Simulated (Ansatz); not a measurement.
# Ta (P6_3/mmc): scan of the energy under strain, by script

Aim: a scan of the energy under strain, for Ta (P6_3/mmc), run from a script.

This is Ta in the hcp structure; at room conditions it is bcc.

Computed with the Python package of Ansatz 0.2.0. Level of theory: DFT PBEsol, plane waves, PAW.

## 1. The system

The structure is hexagonal, space group P6_3/mmc (No. 194). Conventional cell: a = 2.900 Å, b = 2.900 Å, c = 5.166 Å, α = 90.00°, β = 90.00°, γ = 120.00°. Around Ta (site symmetry -6m2) lie 12 Ta at 2.90 to 3.08 Å.

The script holds or builds the structure itself.

## 2. Script

File ta.py:

```python
'''A tetragonal strain scan of Ta.'''

import warnings

import ansatz as az
import numpy as np
from tabulate import tabulate

vectors0 = np.array([
    [2.90037207, 0.0, 0.0],
    [-1.45018604, 2.5117959, 0.0],
    [0.0, 0.0, 5.166274],
])
sites = [
    ('Ta', [2 / 3, 1 / 3, 0.75]),
    ('Ta', [1 / 3, 2 / 3, 0.25]),
]


def crystal_on(cell):
    crystal = az.Crystal(lattice=az.Lattice.of(cell))
    for symbol, position in sites:
        crystal = crystal.atom(symbol, position)
    return crystal


def main() -> None:
    warnings.simplefilter('ignore', az.DeckWarning)

    # clamped ions: the fractional positions stay as typed
    values = np.linspace(-0.05, 0.05, 5)
    energies = []
    for d in values:
        strain = np.diag([d, d, (1 + d) ** -2 - 1])
        cell = vectors0 @ (np.eye(3) + strain)
        calc = (
            crystal_on(cell).calculation()
            .functional(az.Functional.PBESOL)
            .basis(450)
            .occupations('Marzari-Vanderbilt', width=150 * az.meV)
            .kpoints(14, 14, 7)
            .stress()
        )
        data = calc.run().report
        energies.append(data['free_energy_ev'] / len(sites))
        s = data['stress_gpa']
        print(f'd = {d:+.4f}  stress xx yy zz xy (GPa, compression positive): {s[0][0]:8.3f} {s[1][1]:8.3f} {s[2][2]:8.3f} {s[0][1]:8.3f}')
    energies = np.array(energies)

    print(tabulate(zip(values, 1000 * (energies - energies.min())), headers=['strain', 'dE (meV/atom)'], floatfmt='.3f'))
    curvature = 2 * np.polyfit(values, energies, 3)[1]
    volume = abs(np.linalg.det(vectors0)) / len(sites)
    print(f'd2E/dd2 over the volume: {curvature / volume * 160.21766:.1f} GPa')


if __name__ == '__main__':
    main()
```

## 3. The input behind the calls

The engine receives this input (first run):

```yaml
crystal:
  lattice:
    - [2.7553534665, 0.0, 0.0]
    - [-1.377676738, 2.386206105, 0.0]
    - [0.0, 0.0, 5.724403324099723]
  atoms:
    - { symbol: Ta, position: [0.6666666666666666, 0.3333333333333333, 0.75] }
    - { symbol: Ta, position: [0.3333333333333333, 0.6666666666666666, 0.25] }
basis:
  ecutwfc: 450.0
kpoints:
  mp_grid:
    grid: [14, 14, 7]
hamiltonian:
  xc: pbesol
scf:
  occupations:
    method: cold
    width: 0.15
output:
  stress: true
```

## 4. The run

The run is started by

```sh
> python ta.py
```

Log:

```text
d = -0.0500  stress xx yy zz xy (GPa, compression positive):    9.102    9.102  -23.432    0.000
d = -0.0250  stress xx yy zz xy (GPa, compression positive):    0.479    0.479  -16.322    0.000
d = +0.0000  stress xx yy zz xy (GPa, compression positive):   -6.787   -6.787   -7.319    0.000
d = +0.0250  stress xx yy zz xy (GPa, compression positive):  -11.109  -11.109   -0.089    0.000
d = +0.0500  stress xx yy zz xy (GPa, compression positive):  -10.853  -10.853    0.229    0.000
  strain    dE (meV/atom)
--------  ---------------
  -0.050          201.141
  -0.025           50.114
   0.000            0.000
   0.025           33.304
   0.050          101.687
d2E/dd2 over the volume: 1016.3 GPa
```

Wall time 13 s (1 thread of Arm Neoverse V2, shared host); peak memory 0.39 GiB.

## 5. Inputs of later runs

The engine's inputs for some of the other runs:

Run 2, against run 1:

```diff
@@ -3,3 +3,3 @@
-    - [2.7553534665, 0.0, 0.0]
-    - [-1.377676738, 2.386206105, 0.0]
-    - [0.0, 0.0, 5.724403324099723]
+    - [2.8278627682499997, 0.0, 0.0]
+    - [-1.4139313889999998, 2.4490010025, 0.0]
+    - [0.0, 0.0, 5.434607758053911]
```

Run 3, against run 1:

```diff
@@ -3,3 +3,3 @@
-    - [2.7553534665, 0.0, 0.0]
-    - [-1.377676738, 2.386206105, 0.0]
-    - [0.0, 0.0, 5.724403324099723]
+    - [2.90037207, 0.0, 0.0]
+    - [-1.45018604, 2.5117959, 0.0]
+    - [0.0, 0.0, 5.166274]
```

Run 5, against run 1:

```diff
@@ -3,3 +3,3 @@
-    - [2.7553534665, 0.0, 0.0]
-    - [-1.377676738, 2.386206105, 0.0]
-    - [0.0, 0.0, 5.724403324099723]
+    - [3.0453906735, 0.0, 0.0]
+    - [-1.522695342, 2.6373856950000003, 0.0]
+    - [0.0, 0.0, 4.6859628117913825]
```

## 6. Run by run

The 5 runs, in the order started:

| run | strain | energy from run 3 (meV/atom) | pressure (GPa) | SCF cycles | CPU time (s) |
| --- | --- | --- | --- | --- | --- |
| 1 | -0.050 | 201.14 | -1.74 | 5 | 2.3 |
| 2 | -0.025 | 50.11 | -5.12 | 5 | 2.3 |
| 3 | 0.000 | 0.00 | -6.96 | 5 | 2.3 |
| 4 | 0.025 | 33.30 | -7.44 | 6 | 2.4 |
| 5 | 0.050 | 101.69 | -7.16 | 5 | 2.3 |

Energies are free energies F = E - TS of the smeared occupations. 

## 7. Results

| quantity | value |
| --- | --- |
| curvature under the strain | 1016.3 GPa |
| runs compared | 5 |
| range of energy | 201.14 meV/atom |
| lowest point, strain | 0.000 |

In words: Against the unstrained cell the energy per atom changes by +201.14 meV at one end of the scan and +101.69 meV at the other, and its second derivative over the volume is 1016.3 GPa. Notes:
- The curvature belongs to this strain pattern and to the cell's stress; it equals a single elastic constant only for simple patterns.
- In a metal a curvature from energy changes of a few meV or less hangs on mesh and smearing, in size and even in sign.
- Spin-orbit coupling, which matters for elements this heavy, is left out.
- This isn't the structure that Ta takes at ambient conditions.
- The ions keep their fractional positions (clamped ions). Whether this is the phase that is stable at ambient conditions was not tested.
